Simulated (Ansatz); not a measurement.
**CHNSe (SMILES N#C[SeH]): one structure at several levels**

A test off equilibrium: a structure displaced at random from a GFN2-xTB minimum is computed at several levels, and each is set against CCSD(T).

Method: single points in def2-TZVPP; program: Ansatz 0.2.0, Gaussian basis.

Cores are frozen in the correlated methods. Filled d shells of the heavier atoms are correlated.

**1. The starting structure**

SMILES `N#C[SeH]`, 4 atoms, charge 0, spin multiplicity 1.

Atoms are counted from 1 here; the program's logs count them from 0.

Bond lengths: N1–C2 1.211 Å, C2–Se3 1.812 Å, Se3–H4 1.472 Å. Angles: N1–C2–Se3 176.2°, C2–Se3–H4 93.0°.

Coordinates:

```csv
atom,x (Å),y (Å),z (Å)
N1,0.96270,-0.23150,1.58140
C2,0.46770,-0.30560,0.47900
Se3,-0.37090,-0.36390,-1.12660
H4,-1.11380,0.88090,-0.86960
```

**2. CCSD(T)/def2-TZVPP**

File run/in.yaml:

```yaml
crystal:
  periodic: [false, false, false]
  atoms:
    - {symbol: N, position_ang: [0.962700, -0.231500, 1.581400]}
    - {symbol: C, position_ang: [0.467700, -0.305600, 0.479000]}
    - {symbol: Se, position_ang: [-0.370900, -0.363900, -1.126600]}
    - {symbol: H, position_ang: [-1.113800, 0.880900, -0.869600]}
basis:
  gaussian: {orbitals: def2-TZVPP}
correlation: {method: ccsd_t}
output: {forces: true}
```

No record of the launch command was kept for these runs.

**3. PBE0-D4/def2-TZVPP**

Changes to run/in.yaml since step 2:

```diff
@@ -9,3 +9,3 @@
   gaussian: {orbitals: def2-TZVPP}
-correlation: {method: ccsd_t}
-output: {forces: true}
+hamiltonian: {xc: pbe0, dispersion: d4}
+output: {forces: true, orbitals: {seedname: orbitals}}
```

**4. wB97M-V/def2-TZVPP**

Changes to run/in.yaml since step 3:

```diff
@@ -9,3 +9,3 @@
   gaussian: {orbitals: def2-TZVPP}
-hamiltonian: {xc: pbe0, dispersion: d4}
-output: {forces: true, orbitals: {seedname: orbitals}}
+hamiltonian: {xc: {name: wB97M-V}}
+output: {forces: true}
```

**5. r2SCAN-D4/def2-TZVPP**

Changes to run/in.yaml since step 4:

```diff
@@ -9,3 +9,3 @@
   gaussian: {orbitals: def2-TZVPP}
-hamiltonian: {xc: {name: wB97M-V}}
+hamiltonian: {xc: r2scan, dispersion: d4}
 output: {forces: true}
```

**6. PBE-D4/def2-TZVPP**

Changes to run/in.yaml since step 5:

```diff
@@ -9,3 +9,3 @@
   gaussian: {orbitals: def2-TZVPP}
-hamiltonian: {xc: r2scan, dispersion: d4}
+hamiltonian: {xc: pbe, dispersion: d4}
 output: {forces: true}
```

**7. B97M-V/def2-TZVPP**

Changes to run/in.yaml since step 6:

```diff
@@ -9,3 +9,3 @@
   gaussian: {orbitals: def2-TZVPP}
-hamiltonian: {xc: pbe, dispersion: d4}
+hamiltonian: {xc: {name: B97M-V}}
 output: {forces: true}
```

**8. BLYP-D4/def2-TZVPP**

Changes to run/in.yaml since step 7:

```diff
@@ -9,3 +9,3 @@
   gaussian: {orbitals: def2-TZVPP}
-hamiltonian: {xc: {name: B97M-V}}
+hamiltonian: {xc: {name: BLYP}, dispersion: d4}
 output: {forces: true}
```

(Steps that only read results are left out.)

What does the calculation give? Wanted: energy less free atoms, CCSD(T)/def2-TZVPP; RMS force component; RMS force error; HOMO and LUMO, PBE0-D4; T1 diagnostic.

The runs gave:

```
                                  quantity                                                                                          value
energy less free atoms, CCSD(T)/def2-TZVPP                                                                                 -1413.9 kJ/mol
                       RMS force component                                                           1.784 to 2.665 eV/Å over the methods
                           RMS force error  PBE0-D4 0.560, wB97M-V 0.764, r2SCAN-D4 0.285, PBE-D4 0.231, B97M-V 0.475, BLYP-D4 0.206 eV/Å
                    HOMO and LUMO, PBE0-D4                                                                             -7.89 and -1.29 eV
                             T1 diagnostic                                                                                          0.013
```

**Reading.** Against CCSD(T) the functionals' energies less atoms differ by -142.4 to -43.1 kJ/mol, PBE-D4 by -142.4 kJ/mol. A larger basis would deepen the CCSD(T) value, while the functionals are nearly converged already, so the order here is not reliable. The forces of BLYP-D4 come nearest to CCSD(T), those of wB97M-V are farthest. Frozen-core CCSD(T) forces in triple zeta carry basis errors of their own, and this is one geometry, so small gaps rank nothing. The restricted Hartree–Fock reference is unstable towards an unrestricted one at one or more of these structures.
